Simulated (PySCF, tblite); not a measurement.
# Si₂₆H₄₂: electronic excitations, NMR shifts, part 1 of 2

What do calculations give for the electronic excitations, NMR shifts of Si₂₆H₄₂?

Programs: tblite 0.8.0 and PySCF 2.14.0, with routines of our own; each step states its level. All values are computed. Atoms count from 0.

## 1. The system as given

68 atoms, charge 0, multiplicity 1; geometry from: force field, distance geometry or constructed start.

## 2. Optimising the geometry with GFN2-xTB

Job settings and geometry (Å):

```
{"job": {"kind": "relax", "xc": "GFN2-xTB", "basis": "xTB"}, "charge": 0, "multiplicity": 1}
Si     2.898000     6.122700    -0.376600
Si     0.961200     7.240700     0.368100
Si    -0.959200     6.122200    -0.374000
Si    -0.965100     3.901800     0.368800
Si     0.963400     2.782700    -0.371600
Si     2.889800     3.896900     0.372400
Si    -2.893000     2.785600    -0.378300
Si    -2.889700     0.559500     0.376500
Si    -0.961700    -0.558900    -0.375400
Si     0.961600     0.556000     0.376600
Si     2.891000    -7.239300    -0.377100
Si     0.961900    -6.126500     0.375000
Si    -0.967800    -7.237400    -0.370000
Si    -0.962200    -9.465800     0.372300
Si     0.962200   -10.573700    -0.374800
Si     2.891200    -9.464600     0.381300
Si     0.964800    -3.895500    -0.374100
Si    -0.965500    -2.787300     0.374000
Si    -2.893700    -3.895600    -0.372500
Si    -2.890300    -6.123600     0.377700
Si     2.890800    -0.553000    -0.373500
Si     2.892200    -2.782400     0.374800
Si     0.967800     9.469800    -0.368400
Si    -0.968600    10.574500     0.373500
Si    -2.892600     9.467800    -0.374100
Si    -2.899200     7.237200     0.377500
H      2.893800     6.126800    -1.815700
H      4.069200     6.804500     0.103200
H      0.965000     7.238500     1.813000
H     -0.963300     6.124900    -1.811600
H     -0.960800     3.898000     1.813900
H      0.962500     2.785200    -1.814800
H      2.892100     3.897500     1.813100
H      4.071900     3.216800    -0.098300
H     -2.891900     2.785700    -1.818300
H     -4.069300     3.465400     0.099100
H     -2.893900     0.556900     1.810900
H     -4.068900    -0.120100    -0.104600
H     -0.963300    -0.560700    -1.815100
H      0.959600     0.560200     1.816200
H      2.893000    -7.240400    -1.811200
H      4.075700    -6.564300     0.105700
H      0.969300    -6.123500     1.811400
H     -0.961800    -7.238600    -1.816800
H     -0.968100    -9.463500     1.817400
H     -2.142900   -10.143000    -0.105400
H      0.966800   -10.578700    -1.815600
H      0.964100   -11.934900     0.104300
H      2.894700    -9.464800     1.815200
H      4.071700   -10.143900    -0.100000
H      0.963500    -3.904700    -1.811900
H     -0.957800    -2.782600     1.814700
H     -2.893500    -3.897800    -1.814900
H     -4.073200    -3.219700     0.099000
H     -2.892400    -6.125400     1.816500
H     -4.070300    -6.800900    -0.101400
H      2.899700    -0.562500    -1.816900
H      4.072500     0.130200     0.101300
H      2.893200    -2.784600     1.819000
H      4.068900    -3.461200    -0.103000
H      0.960600     9.466100    -1.813500
H      2.144900    10.144300     0.100100
H     -0.962700    10.579500     1.815800
H     -0.964600    11.941000    -0.100900
H     -2.887400     9.468500    -1.813000
H     -4.074700    10.146400     0.103300
H     -2.890700     7.241200     1.813800
H     -4.067300     6.557000    -0.096100
```

On the command line:

```console
$ OMP_NUM_THREADS=4 python large_run.py task.json out
```

One launch serves the whole session: the jobs run in the order shown.

Output:

```text
step      E/eV     max force
  0   -1795.32953    1.460
  1   -1795.88983    0.685
  2   -1796.06636    0.189
  3   -1796.08806    0.181
  4   -1796.14604    0.246
  5   -1796.19666    0.276
  6   -1796.23869    0.243
  7   -1796.25936    0.155
  8   -1796.27526    0.145
  9   -1796.29357    0.202
 10   -1796.31313    0.229
 11   -1796.32723    0.207
 12   -1796.33476    0.129
 13   -1796.33918    0.070
 14   -1796.34258    0.084
 15   -1796.34596    0.085
 16   -1796.34947    0.106
 17   -1796.35337    0.103
 18   -1796.35837    0.136
 19   -1796.36480    0.155
 20   -1796.37150    0.136
 21   -1796.37705    0.109
 22   -1796.38133    0.088
 23   -1796.38552    0.089
 24   -1796.39120    0.121
 25   -1796.39803    0.151
 26   -1796.40352    0.141
 27   -1796.40659    0.091
 28   -1796.40824    0.052
 29   -1796.40937    0.058
 30   -1796.41047    0.061
 31   -1796.41166    0.067
 32   -1796.41306    0.062
 33   -1796.41472    0.066
 34   -1796.41668    0.067
 35   -1796.41894    0.085
 36   -1796.42155    0.084
 37   -1796.42423    0.087
 38   -1796.42637    0.079
 39   -1796.42781    0.054
 40   -1796.42902    0.060
 41   -1796.43050    0.067
 42   -1796.43247    0.067
 43   -1796.43472    0.081
 44   -1796.43702    0.090
 45   -1796.43939    0.085
 46   -1796.44212    0.090
 47   -1796.44520    0.111
 48   -1796.44812    0.100
 49   -1796.45022    0.075
 50   -1796.45150    0.042
 51   -1796.45239    0.041
 52   -1796.45320    0.057
 53   -1796.45410    0.061
 54   -1796.45511    0.048
 55   -1796.45599    0.035
 56   -1796.45651    0.026
 57   -1796.45676    0.022
 58   -1796.45695    0.018
```

It took 9.2 s on 4 threads of Arm Neoverse V1, shared host; peak memory 0.18 GiB.

The steps of the relaxation:

```csv
step,energy from step 0 (eV),largest force (eV/Å)
0,0.0000,1.4599
1,-0.5603,0.6851
2,-0.7368,0.1889
3,-0.7585,0.1808
4,-0.8165,0.2452
5,-0.8671,0.2758
6,-0.9092,0.2427
7,-0.9298,0.1549
8,-0.9457,0.1451
12,-1.0052,0.1298
16,-1.0199,0.1061
20,-1.0420,0.1361
24,-1.0617,0.1205
28,-1.0787,0.0519
33,-1.0852,0.0657
37,-1.0947,0.0868
41,-1.1010,0.0668
45,-1.1099,0.0844
49,-1.1207,0.0748
54,-1.1256,0.0480
55,-1.1265,0.0358
56,-1.1270,0.0265
57,-1.1272,0.0214
58,-1.1274,0.0175
```

Close pairs (by a distance rule), those that changed most:

```csv
bond,before (Å),after (Å),change (Å)
Si11–H42,1.436,1.490,+0.053
Si2–H29,1.438,1.490,+0.052
Si16–H50,1.438,1.489,+0.051
Si9–H39,1.440,1.490,+0.050
Si8–H38,1.440,1.490,+0.050
Si17–H51,1.441,1.489,+0.049
Si4–H31,1.443,1.489,+0.046
Si3–H30,1.445,1.489,+0.044
```

The final coordinates are the input of the step that follows.

## 3. Electronic excitations: TDDFT PBE0/6-31G*

Job settings and geometry (Å):

```
{"job": {"kind": "uv", "basis": "6-31G*", "grid": 1, "kgrid": 0, "vcut": 1.5, "nstates": 6, "ntriplets": 2, "tda": false, "delta": ["ip_vertical"], "pop": true, "xc": "PBE0"}, "charge": 0, "multiplicity": 1}
Si     2.934930     6.277064    -0.343491
Si     1.038440     7.494527     0.269623
Si    -0.941628     6.323517    -0.270288
Si    -0.962959     4.043783     0.287389
Si     1.001067     2.862463    -0.269441
Si     2.912106     4.054149     0.343760
Si    -2.875770     2.861032    -0.334301
Si    -2.891672     0.635091     0.332119
Si    -0.992003    -0.576239    -0.277894
Si     0.991969     0.577408     0.276634
Si     2.881221    -7.483393    -0.319680
Si     0.941311    -6.322746     0.271342
Si    -1.038177    -7.493446    -0.268506
Si    -0.909088    -9.749197     0.340340
Si     1.031293   -10.833669    -0.353810
Si     2.943727    -9.710237     0.343986
Si     0.962766    -4.042630    -0.288329
Si    -1.001116    -2.860329     0.268697
Si    -2.911410    -4.052949    -0.343068
Si    -2.934275    -6.275396     0.344154
Si     2.893349    -0.632988    -0.333990
Si     2.876506    -2.859709     0.332834
Si     0.909678     9.749665    -0.340199
Si    -1.030848    10.833417     0.355496
Si    -2.944321     9.710716    -0.341487
Si    -2.880946     7.484284     0.322846
H      2.996568     6.304152    -1.815614
H      4.161722     6.988801     0.055298
H      1.038492     7.506088     1.756757
H     -0.932861     6.333509    -1.759917
H     -0.958295     4.052239     1.776288
H      0.993566     2.877260    -1.758822
H      2.984534     4.024241     1.815031
H      4.126055     3.326384    -0.062732
H     -2.935118     2.908748    -1.806066
H     -4.085846     3.593653     0.075411
H     -2.967125     0.593855     1.803133
H     -4.109993    -0.079831    -0.083807
H     -0.984700    -0.573699    -1.767381
H      0.986414     0.574674     1.766330
H      2.969787    -7.446409    -1.790218
H      4.075335    -6.740407     0.111837
H      0.931729    -6.331713     1.760929
H     -1.038124    -7.505065    -1.755510
H     -0.955535    -9.807312     1.812114
H     -2.123237   -10.478613    -0.059126
H      1.037855   -10.879094    -1.825910
H      1.047104   -12.257673     0.014192
H      3.001677    -9.764101     1.814711
H      4.180762   -10.397634    -0.059291
H      0.959643    -4.053181    -1.777485
H     -0.991644    -2.875199     1.757947
H     -2.984062    -4.023467    -1.814186
H     -4.125685    -3.325844     0.062867
H     -2.995137    -6.302988     1.816155
H     -4.161700    -6.986013    -0.054328
H      2.968390    -0.594803    -1.805470
H      4.112299     0.082228     0.081302
H      2.935938    -2.908389     1.804777
H      4.086525    -3.592320    -0.077885
H      0.955205     9.807951    -1.811909
H      2.124346    10.478906     0.057835
H     -1.035119    10.878390     1.827761
H     -1.046795    12.257933    -0.011124
H     -3.002543     9.766045    -1.812213
H     -4.180229    10.399095     0.063759
H     -2.968792     7.447840     1.793463
H     -4.074380     6.739872    -0.107649
```

With the program's defaults for keys left out, this is: TDDFT PBE0/6-31G*, vertical, gas phase, core orbitals frozen in the response, virtual orbitals cut by energy.

Output:

```text
start: PBE on a coarse grid of 65195 points
cycle   1  E = -7548.3326971228  dE =  7.118e-01  |g| = 3.372e-01  |ddm| = 7.605e+00
cycle   2  E = -7548.3661599530  dE = -3.346e-02  |g| = 1.642e-01  |ddm| = 8.464e-01
cycle   3  E = -7548.3736208254  dE = -7.461e-03  |g| = 1.049e-01  |ddm| = 5.349e-01
cycle   4  E = -7548.3785014615  dE = -4.881e-03  |g| = 1.926e-02  |ddm| = 2.660e-01
cycle   5  E = -7548.3786389372  dE = -1.375e-04  |g| = 8.199e-03  |ddm| = 5.400e-02
final grid: 251794 points
cycle   6  E = -7548.6361135100  dE = -1.742e-02  |g| = 2.912e-02  |ddm| = 5.361e-01
cycle   7  E = -7548.6363348201  dE = -2.213e-04  |g| = 1.782e-02  |ddm| = 1.031e-01
cycle   8  E = -7548.6364582436  dE = -1.234e-04  |g| = 6.208e-03  |ddm| = 4.726e-02
cycle   9  E = -7548.6364744495  dE = -1.621e-05  |g| = 1.646e-03  |ddm| = 1.495e-02
cycle  10  E = -7548.6364766389  dE = -2.189e-06  |g| = 3.443e-04  |ddm| = 3.889e-03
cycle  11  E = -7548.6364746360  dE =  2.003e-06  |g| = 1.093e-04  |ddm| = 9.068e-04
cycle  12  E = -7548.6364737570  dE =  8.790e-07  |g| = 2.712e-05  |ddm| = 3.022e-04
converged SCF energy = -7548.6364737570
Vertical ionisation energy (delta-SCF) = 7.9662 eV   <S^2> = 0.754

Static polarisability (au): isotropic 832.748, principal 435.708 757.225 1305.310

Singlet excitations
state   eV       nm        f      main configurations
  1   4.6712    265.4   0.00000   H->L+1 0.85
  2   4.6776    265.1   0.28253   H->L 0.74, H->L+2 0.14
  3   4.7687    260.0   0.35768   H-1->L 0.60, H->L 0.16, H->L+2 0.12
  4   4.7878    259.0   0.00001   H-1->L+1 0.78, H-2->L+2 0.08
  5   4.8365    256.4   0.81926   H->L+2 0.59, H-1->L 0.23, H-3->L+1 0.08
  6   4.9306    251.5   0.61699   H-2->L+1 0.46, H-1->L+2 0.41

Triplet excitations (Tamm-Dancoff, eV): 4.2918 4.3016
```

Wall time 6.3 min (4 threads of Arm Neoverse V1, shared host); peak memory 3.2 GiB.

Frontier orbitals and where they lie:

```csv
orbital,eV,atoms
HOMO−4,-7.64,"Si1 10 %, Si12 10 %, Si2 7 %"
HOMO−3,-7.54,"Si16 8 %, Si3 8 %, Si11 7 %"
HOMO−2,-7.42,"Si16 7 %, Si3 7 %, Si17 7 %"
HOMO−1,-7.32,"Si9 10 %, Si8 10 %, Si17 7 %"
HOMO,-7.12,"Si4 8 %, Si17 8 %, Si9 8 %"
LUMO,-1.69,"Si9 14 %, Si8 14 %, Si4 13 %"
LUMO+1,-1.69,"Si16 8 %, Si8 8 %, Si17 8 %"
LUMO+2,-1.56,"Si2 9 %, Si3 9 %, Si11 9 %"
LUMO+3,-1.32,"Si12 9 %, Si1 9 %, Si16 7 %"
```

With each of the 6 states as a Gaussian band of 0.4 eV half-width at 1/e, the curve within the window shown has maxima at 257 nm (ε 81,000) L/(mol cm). Beyond the last state computed it falls off for lack of states. The curve at chosen wavelengths:

```json
{"nm": "237", "ε (L/mol/cm)": "32309"}
{"nm": "240", "ε (L/mol/cm)": "42602"}
{"nm": "242", "ε (L/mol/cm)": "49677"}
{"nm": "245", "ε (L/mol/cm)": "59911"}
{"nm": "248", "ε (L/mol/cm)": "68831"}
{"nm": "250", "ε (L/mol/cm)": "73619"}
{"nm": "253", "ε (L/mol/cm)": "78592"}
{"nm": "256", "ε (L/mol/cm)": "80614"}
{"nm": "258", "ε (L/mol/cm)": "80301"}
{"nm": "261", "ε (L/mol/cm)": "77531"}
{"nm": "264", "ε (L/mol/cm)": "72429"}
{"nm": "266", "ε (L/mol/cm)": "68037"}
{"nm": "269", "ε (L/mol/cm)": "60465"}
{"nm": "272", "ε (L/mol/cm)": "52294"}
{"nm": "275", "ε (L/mol/cm)": "44096"}
{"nm": "277", "ε (L/mol/cm)": "38842"}
{"nm": "280", "ε (L/mol/cm)": "31520"}
{"nm": "283", "ε (L/mol/cm)": "25050"}
{"nm": "285", "ε (L/mol/cm)": "21259"}
{"nm": "288", "ε (L/mol/cm)": "16368"}
{"nm": "291", "ε (L/mol/cm)": "12387"}
{"nm": "293", "ε (L/mol/cm)": "10194"}
{"nm": "296", "ε (L/mol/cm)": "7516"}
{"nm": "299", "ε (L/mol/cm)": "5463"}
{"nm": "301", "ε (L/mol/cm)": "4383"}
{"nm": "304", "ε (L/mol/cm)": "3118"}
```

Ground-state properties from the same run:

```csv
property,computed
dipole moment (D),0.01
polarisability (Å³),123.40
HOMO–LUMO gap (eV),5.43
−ε(HOMO) (eV),7.12
```

(Continued in part 2 of 2.)
